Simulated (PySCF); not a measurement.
# C2H7BO3: the cost of one run

The runs use PySCF 2.14.0, with density-fitted response routines of our own; the level of theory stands in each step. All values are computed, except where a source is named. Atoms are numbered from 0 throughout.

## Step 1: The starting structure

13 atoms, charge 0, multiplicity 1; geometry from: GFN2-xTB. The atoms were then displaced at random by about 0.01 Å, so the start is not that level's minimum.

Bonds of the start (Å): C0–O1 1.40, O1–C2 1.43, C2–B3 1.58, B3–O4 1.40, B3–O5 1.34, C0–H6 1.09, C0–H7 1.09, C0–H8 1.12, C2–H9 1.09, C2–H10 1.10, O4–H11 0.95, O5–H12 0.98.

## Step 2: Relaxing the molecule at PBE0-D3(BJ)/def2-SVP

What the job is given:

```
{"job": {"xc": "PBE0", "basis": "def2-SVP", "d3": "d3bj", "grid": 1, "shake": 0.01, "kind": "geom"}, "charge": 0, "multiplicity": 1}
C      1.944340     0.230940    -0.282600
O      1.138160    -0.426380     0.661030
C     -0.128700    -0.866040     0.154800
B     -1.172180     0.252150    -0.247170
O     -2.494770    -0.120010    -0.519460
O     -0.897540     1.556900    -0.353540
H      2.147040    -0.389500    -1.151050
H      2.872080     0.519790     0.206510
H      1.425590     1.171550    -0.616400
H      0.064370    -1.532790    -0.691500
H     -0.518200    -1.498110     0.972710
H     -2.707250    -1.037710    -0.417890
H     -1.667120     2.122330    -0.587000
```

Run with:

```sh
$ OMP_NUM_THREADS=1 python probes_run.py task.json out
```

This one command runs all jobs of the session in turn.

**Question.** How long does this first job take on 1 thread of Arm Neoverse N1, shared host, and how much memory does it need?

About 77 s, with a peak of 0.5 GiB.
